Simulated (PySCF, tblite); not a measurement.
**C₃H₉N₃Si₂: geometry, infrared bands and NMR shifts**

What infrared bands and NMR shifts should C₃H₉N₃Si₂ (`N#C[C@@H]1C[Si@H]1[SiH](N)N`) show?

The runs use tblite 0.8.0 and PySCF 2.14.0, with density-fitted response routines of our own; the level of theory stands in each step. All values are computed, except where a source is named. Atoms count from 0, in the outputs and in this text.

## 1. The starting structure

17 atoms, charge 0, multiplicity 1; geometry from: force field or distance geometry start.

Bonds of the start (Å): N0–C1 1.16, C1–C2 1.43, C2–C3 1.48, C3–Si4 1.89, Si4–Si5 2.28, Si5–N6 1.69, Si5–N7 1.69, Si4–C2 1.83, C2–H8 1.09, C3–H9 1.09, C3–H10 1.08, Si4–H11 1.48, Si5–H12 1.46, N6–H13 1.02, N6–H14 1.02, N7–H15 1.03, N7–H16 1.01.

## 2. Geometry optimisation with GFN2-xTB

Job settings and geometry (Å):

```
{"job": {"kind": "relax", "xc": "GFN2-xTB", "basis": "xTB"}, "charge": 0, "multiplicity": 1}
N      2.860500     2.385400    -2.449500
C      2.013300     2.019100    -1.744300
C      0.990000     1.540200    -0.866500
C      1.241900     1.330500     0.576600
Si     1.111000    -0.244600    -0.461600
Si    -0.848200    -1.336900    -0.046700
N     -2.231600    -0.461800    -0.451400
N     -1.247600    -1.491400     1.591300
H     -0.010400     1.873400    -1.138200
H      0.427200     1.462600     1.291900
H      2.231500     1.497200     0.979500
H      2.415500    -0.938300    -0.317900
H     -0.957800    -2.673800    -0.633800
H     -2.391000     0.199900     0.304100
H     -3.041800    -1.074400    -0.425900
H     -2.063200    -2.108600     1.685900
H     -0.506400    -1.966300     2.096400
```

Started as:

```
> OMP_NUM_THREADS=1 python probes_run.py task.json out
```

One launch serves the whole session: the jobs run in the order shown.

**Question.** This job is followed by: GFN2-xTB harmonic vibrations, gas phase; GIAO PBE0/pcSseg-1 NMR shielding, non-relativistic, gas phase. Predict these results of the whole session: strongest single infrared mode (GFN2-xTB); zero-point energy (GFN2-xTB); ¹³C shifts against TMS (PBE0/pcSseg-1); ¹H shifts against TMS (PBE0/pcSseg-1, means over atoms taken as alike); ¹⁵N shifts against NH3 (PBE0/pcSseg-1); ²⁹Si shifts against TMS (PBE0/pcSseg-1); surface potential, 1st and 99th percentile.

As calculated:

```
                                                              quantity                                         value
                             strongest single infrared mode (GFN2-xTB)                         2365 cm⁻¹, 488 km/mol
                                          zero-point energy (GFN2-xTB)                                 75.1 kcal/mol
                                ¹³C shifts against TMS (PBE0/pcSseg-1)                          128.7, 7.0, -7.2 ppm
¹H shifts against TMS (PBE0/pcSseg-1, means over atoms taken as alike)  5.30, 2.50, 1.06, 1.02, 0.98, 0.77, 0.60 ppm
                                ¹⁵N shifts against NH3 (PBE0/pcSseg-1)                         287.4, 36.8, 27.6 ppm
                               ²⁹Si shifts against TMS (PBE0/pcSseg-1)                             -27.4, -154.5 ppm
                                 surface potential, 1st and 99th percentile                            -2.13 V and 1.86 V
```

Relaxing lowered the energy by 1.103 eV in 204 steps; the close pair that moved most is C2–Si4, from 1.834 to 1.926 Å. All 45 modes are real, so the xTB geometry is a minimum. The strongest single mode, at 2365 cm⁻¹, moves mainly C1 and N0. Unscaled tight-binding wavenumbers are off by several per cent, some by more. Its intensities can rank the bands wrongly. At PBE0/pcSseg-1: The largest span, 502 ppm, is at N0, where the paramagnetic term is -360 ppm. By nearest atom (PBE0/pcSseg-1), the HOMO sits on Si4 24 %; C2 23 % and the LUMO on Si4 29 %; Si5 11 %.
